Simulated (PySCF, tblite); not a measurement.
# C₃H₈AsB: geometry, infrared bands, NMR shifts and spin-spin couplings

Wanted: the infrared bands, NMR shifts and spin-spin couplings of C₃H₈AsB (`C=CBC[AsH2]`), by calculation.

Programs: tblite 0.8.0 and PySCF 2.14.0, with density-fitted response routines of our own. Each step states its level of theory. These are calculated values for one molecule in the gas phase, unless marked as measured. Atoms are numbered from 0 throughout.

**1. Starting geometry**

13 atoms, charge 0, multiplicity 1; geometry from: force field or distance geometry start.

Bonds of the start (Å): C0–C1 1.34, C1–B2 1.57, B2–C3 1.58, C3–As4 1.95, C0–H5 1.10, C0–H6 1.08, C1–H7 1.07, B2–H8 1.19, C3–H9 1.11, C3–H10 1.12, As4–H11 1.53, As4–H12 1.54.

**2. Optimising the geometry with GFN2-xTB**

The job: settings as JSON, then the geometry in Å.

```
{"job": {"kind": "relax", "xc": "GFN2-xTB", "basis": "xTB"}, "charge": 0, "multiplicity": 1}
C      2.277200     0.788800     0.336900
C      1.297800     0.289900    -0.433600
B      0.316200    -0.815100     0.091500
C     -1.178400    -0.923800    -0.402800
As    -2.395900     0.416300     0.322900
H      2.900800     1.557100    -0.137400
H      2.441600     0.489500     1.362700
H      1.190900     0.637900    -1.437100
H      0.843400    -1.827900     0.412700
H     -1.289500    -0.931000    -1.503200
H     -1.571500    -1.915500    -0.057500
H     -2.440400     0.473500     1.850600
H     -2.396600     1.760700    -0.423500
```

Launch:

```console
OMP_NUM_THREADS=1 python probes_run.py task.json out
```

This one command runs all jobs of the session in turn.

Standard output:

```text
step      E/eV     max force
  0    -380.18688    4.208
  1    -380.60228    3.419
  2    -381.20040    1.912
  3    -381.33154    1.473
  4    -381.45502    1.074
  5    -381.57896    0.844
  6    -381.63316    0.847
  7    -381.67123    0.639
  8    -381.69156    0.327
  9    -381.70425    0.307
 10    -381.71455    0.290
 11    -381.72416    0.305
 12    -381.73468    0.318
 13    -381.75015    0.526
 14    -381.77453    0.745
 15    -381.80994    0.779
 16    -381.84965    0.521
 17    -381.88764    0.567
 18    -381.91985    0.509
 19    -381.94250    0.546
 20    -381.96196    0.502
 21    -381.97796    0.308
 22    -381.98870    0.278
 23    -381.99515    0.279
 24    -382.00072    0.202
 25    -382.00625    0.154
 26    -382.00988    0.182
 27    -382.01475    0.187
 28    -382.01838    0.205
 29    -382.02222    0.160
 30    -382.02539    0.149
 31    -382.02725    0.086
 32    -382.02804    0.064
 33    -382.02851    0.048
 34    -382.02894    0.059
 35    -382.02935    0.044
 36    -382.02964    0.040
 37    -382.02984    0.037
 38    -382.03002    0.045
 39    -382.03024    0.044
 40    -382.03046    0.039
 41    -382.03062    0.038
 42    -382.03075    0.037
 43    -382.03089    0.036
 44    -382.03107    0.037
 45    -382.03127    0.035
 46    -382.03143    0.037
 47    -382.03155    0.036
 48    -382.03168    0.030
 49    -382.03183    0.034
 50    -382.03198    0.029
 51    -382.03211    0.028
 52    -382.03222    0.029
 53    -382.03234    0.027
 54    -382.03250    0.040
 55    -382.03266    0.038
 56    -382.03277    0.031
 57    -382.03287    0.030
 58    -382.03297    0.029
 59    -382.03312    0.038
 60    -382.03330    0.041
 61    -382.03346    0.028
 62    -382.03359    0.025
 63    -382.03368    0.026
 64    -382.03379    0.033
 65    -382.03394    0.036
 66    -382.03414    0.034
 67    -382.03437    0.042
 68    -382.03466    0.045
 69    -382.03504    0.057
 70    -382.03550    0.061
 71    -382.03597    0.044
 72    -382.03634    0.038
 73    -382.03662    0.039
 74    -382.03689    0.044
 75    -382.03719    0.045
 76    -382.03743    0.032
 77    -382.03754    0.033
 78    -382.03762    0.030
 79    -382.03768    0.022
 80    -382.03780    0.014
 81    -382.03788    0.017
 82    -382.03793    0.011
 83    -382.03794    0.011
 84    -382.03795    0.010
```

Run time: 0.63 s. Hardware: 1 thread of Arm Neoverse N1, shared host; peak memory 0.18 GiB.

The steps of the relaxation: (not every step is listed)

```csv
step,energy from step 0 (eV),largest force (eV/Å)
0,0.0000,4.2084
1,-0.4154,3.4185
2,-1.0135,1.9118
3,-1.1447,1.4728
4,-1.2681,1.0736
5,-1.3921,0.8443
6,-1.4463,0.8473
7,-1.4844,0.6390
8,-1.5047,0.3271
15,-1.6231,0.7786
22,-1.8018,0.2780
29,-1.8353,0.1602
36,-1.8428,0.0396
43,-1.8440,0.0365
50,-1.8451,0.0295
57,-1.8460,0.0302
64,-1.8469,0.0326
71,-1.8491,0.0444
78,-1.8507,0.0303
79,-1.8508,0.0221
80,-1.8509,0.0144
81,-1.8510,0.0171
82,-1.8511,0.0110
83,-1.8511,0.0106
84,-1.8511,0.0098
```

Distances of close pairs at the start and the end, largest changes first:

```csv
bond,before (Å),after (Å),change (Å)
C3–As4,1.951,2.006,+0.056
As4–H12,1.538,1.503,-0.035
C3–H10,1.121,1.093,-0.028
B2–C3,1.578,1.550,-0.028
As4–H11,1.529,1.503,-0.027
C1–H7,1.067,1.089,+0.021
C1–B2,1.569,1.551,-0.018
C0–H5,1.097,1.081,-0.017
```

The end geometry stands in the next job.

**3. Harmonic vibrations with GFN2-xTB**

The job: settings as JSON, then the geometry in Å.

```
{"job": {"kind": "ir", "xc": "GFN2-xTB", "basis": "xTB"}, "charge": 0, "multiplicity": 1}
C      2.236330     0.758261     0.178899
C      1.080676     0.395157    -0.374558
B      0.130329    -0.682147     0.209397
C     -1.166031    -1.048744    -0.557092
As    -2.489392     0.285330     0.145709
H      2.887697     1.506305    -0.249746
H      2.583820     0.306255     1.094796
H      0.801335     0.889772    -1.303345
H      0.356428    -1.160574     1.257060
H     -1.151531    -0.903368    -1.640302
H     -1.595621    -2.032839    -0.353820
H     -2.070403     0.194568     1.585829
H     -1.608025     1.492510    -0.010553
```

Standard output:

```text
mode    cm-1     km/mol
  1      50.9      0.20
  2      96.5      0.46
  3     111.3      0.46
  4     184.8      1.99
  5     251.7      0.29
  6     412.0      3.62
  7     492.5      0.80
  8     528.6     50.64
  9     633.4      1.73
 10     697.5     41.34
 11     747.1     96.32
 12     800.5     10.78
 13     897.6     24.51
 14     929.3     13.84
 15     962.6     28.86
 16    1011.1    133.77
 17    1035.0      4.76
 18    1035.4     11.64
 19    1075.8     11.22
 20    1094.9     81.87
 21    1176.8    188.09
 22    1305.3     13.98
 23    1417.4      7.75
 24    1448.2      3.58
 25    1647.9     42.81
 26    1923.7    864.18
 27    1932.4    488.58
 28    2606.4    134.65
 29    2931.7     53.52
 30    2944.0     48.62
 31    2981.5     71.08
 32    3066.5     44.60
 33    3097.2     48.58
```

Wall time 0.47 s (1 thread of Arm Neoverse N1, shared host); peak memory 0.18 GiB.

Which atoms move in the most intense modes:

```csv
cm⁻¹,km/mol,atoms
747,96.3,"H8 41 %, B2 29 %"
1011,133.8,"H12 49 %, H11 49 %"
1095,81.9,"H10 39 %, C3 16 %"
1177,188.1,"B2 52 %, H8 15 %"
1924,864.2,"H12 54 %, H11 45 %"
1932,488.6,"H11 54 %, H12 45 %"
2606,134.7,H8 92 %
2982,71.1,H7 92 %
```

**4. Shielding tensors: PBE0/pcSseg-1**

Settings changed since step 3:

```diff
@@ -1,2 +1,2 @@
-{"job": {"kind": "ir", "xc": "GFN2-xTB", "basis": "xTB"}, "charge": 0, "multiplicity": 1}
+{"job": {"kind": "nmr", "xc": "PBE0", "basis": "pcSseg-1"}, "charge": 0, "multiplicity": 1}
 C      2.236330     0.758261     0.178899
```

With the program's defaults for keys left out, this is: GIAO PBE0/pcSseg-1 NMR shielding, non-relativistic, gas phase.

Standard output:

```text
coarse grid: 47832 points
cycle   1  E = -2379.0532036499  dE = -5.428e-01  |g| = 7.775e-01  |ddm| = 3.181e+00
cycle   2  E = -2379.0255816379  dE =  2.762e-02  |g| = 7.100e-01  |ddm| = 8.787e-01
cycle   3  E = -2379.1029692191  dE = -7.739e-02  |g| = 1.664e-01  |ddm| = 6.703e-01
cycle   4  E = -2379.1096420869  dE = -6.673e-03  |g| = 6.188e-02  |ddm| = 1.873e-01
cycle   5  E = -2379.1105706570  dE = -9.286e-04  |g| = 1.218e-02  |ddm| = 5.224e-02
cycle   6  E = -2379.1106138017  dE = -4.314e-05  |g| = 2.993e-03  |ddm| = 1.497e-02
cycle   7  E = -2379.1106159378  dE = -2.136e-06  |g| = 9.557e-04  |ddm| = 3.047e-03
final grid: 100888 points
cycle   8  E = -2379.1106199489  dE =  5.615e-08  |g| = 1.154e-03  |ddm| = 2.613e-03
cycle   9  E = -2379.1106197526  dE =  1.963e-07  |g| = 1.474e-03  |ddm| = 2.586e-03
cycle  10  E = -2379.1106203160  dE = -5.634e-07  |g| = 1.051e-04  |ddm| = 1.379e-03
cycle  11  E = -2379.1106203188  dE = -2.799e-09  |g| = 3.313e-05  |ddm| = 1.104e-04
cycle  12  E = -2379.1106203190  dE = -2.287e-10  |g| = 4.903e-06  |ddm| = 2.449e-05
converged SCF energy = -2379.1106203190

GIAO shielding tensors (ppm)
atom      isotropic    diamagn.    paramagn.     s11        s22        s33       span
  0 C       31.438     253.529    -222.092    -93.583     30.068    157.828    251.412
  1 C       34.106     258.374    -224.268    -88.889     23.268    167.938    256.827
  2 B       45.805     190.802    -144.997     -5.604     24.253    118.765    124.369
  3 C      168.929     253.048     -84.118    155.856    168.723    182.209     26.353
  4 As    1848.917    2876.345   -1027.428   1586.556   1948.354   2011.842    425.286
  5 H       24.887      29.174      -4.287     21.510     24.705     28.445      6.936
  6 H       24.966      31.027      -6.061     20.870     25.009     29.021      8.151
  7 H       24.906      33.050      -8.144     19.602     24.788     30.328     10.726
  8 H       25.670      31.340      -5.670     21.727     26.052     29.230      7.503
  9 H       30.208      31.502      -1.294     25.794     26.754     38.077     12.283
 10 H       30.140      30.095       0.045     25.170     26.732     38.517     13.348
 11 H       29.377      29.560      -0.182     22.421     24.766     40.946     18.525
 12 H       29.716      30.170      -0.454     21.928     25.579     41.642     19.714
```

Run time: 37 s. Hardware: 1 thread of Arm Neoverse N1, shared host; peak memory 0.68 GiB.

Shifts follow as δ = σ(reference) − σ, with reference shieldings (ppm) from runs at the same level and on the same kind of geometry: ¹H TMS 31.72, ¹³C TMS 186.9, ¹¹B BF3·OEt2 100.1, ⁷⁵As AsH3 1989. The references are single molecules in the gas phase. Shifts against hydride references such as AlH4− lie on their own scale. Atoms listed in one row are averaged.

```csv
atoms,environment,σ (ppm),δ (ppm)
C0,terminal =CH2 carbon,31.4,155.5
C1,alkene CH,34.1,152.8
C3,sp3 CH2 bonded to As and B,168.9,18.0
H5,hydrogen on a terminal =CH2 carbon,24.89,6.83
H7,hydrogen on an alkene CH,24.91,6.81
H6,hydrogen on a terminal =CH2 carbon,24.97,6.75
H8,hydrogen on a boron bonded to 2 C,25.67,6.05
"H11, H12",hydrogen on an arsenic bonded to C,29.55,2.17
"H9, H10",hydrogen on an sp3 CH2 bonded to As and B,30.17,1.54
B2,"boron bonded to 2 C, H",45.8,54.3
As4,"arsenic bonded to C, 2 H",1849,140
```

Charges from the same density, by scheme (e):

```csv
atoms,Mulliken,IAO,Hirshfeld,ESP fit
C0,-0.12,-0.24,-0.06,-0.31
C1,-0.40,-0.27,-0.12,-0.27
B2,0.34,0.09,0.11,0.19
C3,-0.54,-0.55,-0.18,-0.25
As4,-0.07,0.27,0.17,-0.12
```

Mayer bond orders: C0–C1 1.93, C1–B2 1.03, B2–C3 0.97, C3–As4 0.97.

The fields below are evaluated on a grid from the run's orbitals.

Frontier orbitals at PBE0/pcSseg-1, with the share of their density that lies nearest to each atom:

```csv
orbital,energy (eV),lies on
HOMO,-7.25,"As4 45 %; C0, C3 about 11 % each; C1 8 %"
LUMO,-1.51,B2 33 %; C0 22 %; C1 10 %
```

ELF in a plane through or near 4 of the atoms.

Ten even steps from ' ' (0.00) to '@' (1.00):
```
                                                        
                                                        
                                ..                      
                            ::%%%%**....::::..          
                          ..##@@@@@@++==++****--        
                          ..##@@@@@@##**%%@@@@##::......
        ..++==::..----::    ==@@@@%%..::::@@@@@@**..    
        ##@@@@##==++**++::    ==##--++**--**@@@@**      
      ::%%@@@@%%**%%%%**++::..  ::::==##::##@@%%++      
      ..##@@@@**..%%%%++%%##--::==**--..==####**--      
        ..--++==::****##@@::..**%%**##==::::....        
          ..==****++==**##**%%==%%++**++::              
            ::====::..----    ++##**%%@@%%..            
              ......  ..::----==--++@@@@@@++            
                          ......  ::%%@@%%::            
                                    ::==::              
                                                        
                                                        
                                                        
                                                        
```
The map spans 11.6 Å across and 9.0 Å up, centred on the molecule. Atoms in the plane (x, y in Å): C0 (-2.4, 0.0), B2 (0.1, -0.7), As4 (2.3, 1.0), H12 (1.1, 1.9).

On the surface of density 0.002 e/bohr³ the electrostatic potential runs, from the 1st to the 99th percentile, from -0.57 V near C1 to 0.79 V near H5.

**5. J couplings: B3LYP/pcSseg-1+pcJ-1**

Settings changed since step 4:

```diff
@@ -1,2 +1,2 @@
-{"job": {"kind": "nmr", "xc": "PBE0", "basis": "pcSseg-1"}, "charge": 0, "multiplicity": 1}
+{"job": {"kind": "j", "xc": "B3LYP", "basis": "pcJ-1"}, "charge": 0, "multiplicity": 1}
 C      2.236330     0.758261     0.178899
```

Level: B3LYP/pcJ-1 As:pcSseg-1 indirect spin-spin coupling, non-relativistic, gas phase.

Standard output:

```text
coarse grid: 47832 points
cycle   1  E = -2379.5858500162  dE = -5.813e-01  |g| = 8.541e-01  |ddm| = 2.947e+00
cycle   2  E = -2379.5302899935  dE =  5.556e-02  |g| = 8.507e-01  |ddm| = 1.014e+00
cycle   3  E = -2379.6482772546  dE = -1.180e-01  |g| = 2.018e-01  |ddm| = 8.003e-01
cycle   4  E = -2379.6582379942  dE = -9.961e-03  |g| = 7.971e-02  |ddm| = 2.248e-01
cycle   5  E = -2379.6597412918  dE = -1.503e-03  |g| = 1.877e-02  |ddm| = 6.503e-02
cycle   6  E = -2379.6598427261  dE = -1.014e-04  |g| = 4.362e-03  |ddm| = 2.092e-02
cycle   7  E = -2379.6598470715  dE = -4.345e-06  |g| = 1.366e-03  |ddm| = 4.198e-03
final grid: 100888 points
cycle   8  E = -2379.6598173728  dE =  2.751e-07  |g| = 1.755e-03  |ddm| = 3.532e-03
cycle   9  E = -2379.6598166585  dE =  7.142e-07  |g| = 2.443e-03  |ddm| = 3.981e-03
cycle  10  E = -2379.6598182207  dE = -1.562e-06  |g| = 2.168e-04  |ddm| = 2.218e-03
cycle  11  E = -2379.6598182323  dE = -1.159e-08  |g| = 6.292e-05  |ddm| = 2.035e-04
cycle  12  E = -2379.6598182331  dE = -8.490e-10  |g| = 8.119e-06  |ddm| = 4.328e-05
converged SCF energy = -2379.6598182331

Indirect spin-spin couplings (Hz)
  i      j    bonds     total        FC       PSO       DSO        SD
  0 C    1 C    1     65.153    75.356   -10.327     0.124         -
  0 C    2 B    2      3.541     2.492     0.527    -0.040     0.563
  0 C    3 C    3      5.786     5.580     0.246    -0.040         -
  0 C    5 H    1    160.685   160.141     0.046     0.498         -
  0 C    6 H    1    162.583   162.071    -0.013     0.526         -
  0 C    7 H    2     -3.280    -1.289    -1.510    -0.481         -
  0 C    8 H    3      4.531     4.560    -0.006    -0.022         -
  0 C   10 H    4      0.976     0.969     0.266    -0.259         -
  0 C   11 H    5      0.175     0.146     0.025     0.004         -
  0 C   12 H    5      0.590     0.390     0.059     0.141         -
  1 C    2 B    1     65.525    66.692    -1.773     0.249     0.356
  1 C    3 C    2      4.451     4.472    -0.081     0.059         -
  1 C    5 H    2     -2.622    -0.787    -1.256    -0.579         -
  1 C    6 H    2      1.692     3.654    -1.436    -0.526         -
  1 C    7 H    1    142.133   141.035     0.301     0.797         -
  1 C    8 H    2      8.213     8.558    -0.285    -0.060         -
  1 C    9 H    3      4.774     4.761    -0.174     0.187         -
  1 C   10 H    3      7.134     7.138     0.254    -0.258         -
  1 C   11 H    4     -0.179    -0.254     0.005     0.069         -
  2 B    3 C    1     53.232    55.199    -2.524     0.298     0.259
  2 B    5 H    3     11.181    11.217     0.543    -0.534    -0.045
  2 B    6 H    3      7.616     7.564    -0.018     0.073    -0.001
  2 B    7 H    2      2.685     2.990    -0.044    -0.246    -0.015
  2 B    8 H    1    133.760   134.080    -1.675     0.912     0.443
  2 B    9 H    2     -3.162    -2.892    -0.186    -0.139     0.055
  2 B   10 H    2     -3.022    -2.747    -0.192    -0.148     0.065
  2 B   11 H    3      3.558     3.176    -0.187     0.552     0.017
  2 B   12 H    3      2.521     2.195    -0.144     0.464     0.005
  3 C    5 H    4      1.236     1.169     0.267    -0.200         -
  3 C    7 H    3      3.759     3.665    -0.120     0.214         -
  3 C    8 H    2      9.135     9.373    -0.283     0.045         -
  3 C    9 H    1    139.148   136.902     1.160     1.086         -
  3 C   10 H    1    139.807   137.578     1.174     1.055         -
  3 C   11 H    2      0.254     0.154     0.299    -0.200         -
  3 C   12 H    2      0.076    -0.017     0.281    -0.188         -
  5 H    6 H    2      3.098     2.884     3.768    -3.554         -
  5 H    7 H    3     14.021    14.417     0.155    -0.550         -
  5 H   10 H    5      0.309     0.354     1.038    -1.083         -
  5 H   12 H    6      0.203    -0.309     0.198     0.314         -
  6 H    7 H    3     20.130    20.611     2.747    -3.228         -
  6 H   11 H    6      0.228    -0.098    -0.030     0.357         -
  7 H    8 H    3      7.553     7.556     2.014    -2.016         -
  7 H    9 H    4      0.299    -0.162    -1.156     1.618         -
  7 H   11 H    5     -0.248     0.052     0.496    -0.796         -
  7 H   12 H    5      1.296     0.018    -1.155     2.433         -
  8 H    9 H    3      8.164     8.090     1.897    -1.822         -
  8 H   10 H    3      5.863     5.564     0.183     0.116         -
  8 H   11 H    4      0.284    -0.877    -0.817     1.978         -
  9 H   10 H    2    -10.924   -12.050     2.695    -1.569         -
  9 H   11 H    3     15.909    17.691     1.781    -3.563         -
  9 H   12 H    3      1.179     1.276     0.217    -0.313         -
 10 H   11 H    3      0.064     0.317     0.404    -0.656         -
 10 H   12 H    3     16.033    17.825     1.801    -3.593         -
 11 H   12 H    2    -13.976   -13.754     0.260    -0.482         -
```

Wall time 74 s (1 thread of Arm Neoverse N1, shared host); peak memory 1.1 GiB.

Couplings of 1 Hz or more, nine at most for each number of bonds, with means over like pairs (isotopes 11B, 13C, 1H):

```csv
pair,bonds,J (Hz),Fermi contact (Hz),dihedral (°)
C0–H6,1,162.6,162.1,–
C0–H5,1,160.7,160.1,–
C1–H7,1,142.1,141.0,–
C3–H9,1,139.5,137.2,–
B2–H8,1,133.8,134.1,–
C1–B2,1,65.5,66.7,–
C0–C1,1,65.2,75.4,–
B2–C3,1,53.2,55.2,–
H11–H12,2,-14.0,-13.8,–
H9–H10,2,-10.9,-12.1,–
C3–H8,2,9.1,9.4,–
C1–H8,2,8.2,8.6,–
C1–C3,2,4.5,4.5,–
C0–B2,2,3.5,2.5,–
C0–H7,2,-3.3,-1.3,–
H5–H6,2,3.1,2.9,–
B2–H9,2,-3.1,-2.8,–
H6–H7,3,20.1,20.6,-179
H5–H7,3,14.0,14.4,0
B2–H5,3,11.2,11.2,179
H9–H11,3,8.3,9.3,–
B2–H6,3,7.6,7.6,0
H7–H8,3,7.6,7.6,-174
H8–H9,3,7.0,6.8,–
C1–H9,3,6.0,5.9,–
C0–C3,3,5.8,5.6,-178
C3–H5,4,1.2,1.2,–
```

The spin-dipole term was solved for some atoms only; pairs without it lack that part.

The response was solved for the nuclei of B, C, H alone, so couplings that need other nuclei can be missing.

Quadrupole couplings from the field gradients of the same density:

```csv
atom,isotope,eQq/h (MHz),η
As4,75As,-163.2,0.28
B2,11B,4.957,0.00
```

Joined with the shifts from before (PBE0/pcSseg-1, unscaled), the couplings predict the line list below for 400 MHz. Couplings to quadrupolar nuclei are left out.

¹H NMR δ 6.83 (m, 1H), 6.81 (m, 1H), 6.75 (m, 1H), 6.05 (br, 1H), 2.17 (t, J = 8.3 Hz, 2H), 1.54 (m, 2H). The letters are first-order; like nuclei with unlike couplings give more lines.

**6. What came out**

| quantity | value |
| --- | --- |
| strongest single infrared mode (GFN2-xTB) | 1924 cm⁻¹, 864 km/mol |
| zero-point energy (GFN2-xTB) | 59.4 kcal/mol |
| ¹³C shifts against TMS (PBE0/pcSseg-1) | 155.5, 152.8, 18.0 ppm |
| ¹H shifts against TMS (PBE0/pcSseg-1, means over atoms taken as alike) | 6.83, 6.81, 6.75, 6.05, 2.17, 1.54 ppm |
| ¹¹B shifts against BF3·OEt2 (PBE0/pcSseg-1) | 54.3 ppm |
| ⁷⁵As shifts against AsH3 (PBE0/pcSseg-1) | 140 ppm |
| surface potential, 1st and 99th percentile | -0.57 V and 0.79 V |
| largest coupling of the table (B3LYP/pcSseg-1+pcJ-1) | ¹J(C,H) C0–H6, 162.6 Hz |

What this shows: Over 84 steps the energy fell by 1.851 eV; of the close pairs, C3–As4 changed most, 1.951 to 2.006 Å. All 33 modes are real, so the xTB geometry is a minimum. The strongest single mode, at 1924 cm⁻¹, moves mainly H12 and H11. Unscaled tight-binding wavenumbers are off by several per cent, some by more. Its intensities can rank the bands wrongly. C0 (terminal =CH2 carbon) lies farthest downfield among carbon, at 155.5 ppm; an sp2 carbon of a C=C bond. At PBE0/pcSseg-1: The largest span, 425 ppm, is at As4, where the paramagnetic term is -1027 ppm. At PBE0/pcSseg-1, counted by nearest atom on the grid, the HOMO lies on As4 45 %; C0, C3 about 11 % each, the LUMO on B2 33 %; C0 22 %. Of the pairs tabulated at B3LYP/pcSseg-1+pcJ-1, C0–H6 couples most strongly (162.6 Hz; Fermi contact 162.1 Hz). Couplings across rotatable bonds belong to this one conformer; where others are populated, the observed values are averages. Spin-orbit coupling is left out, which matters for shieldings and couplings at and beside the heavy atoms.
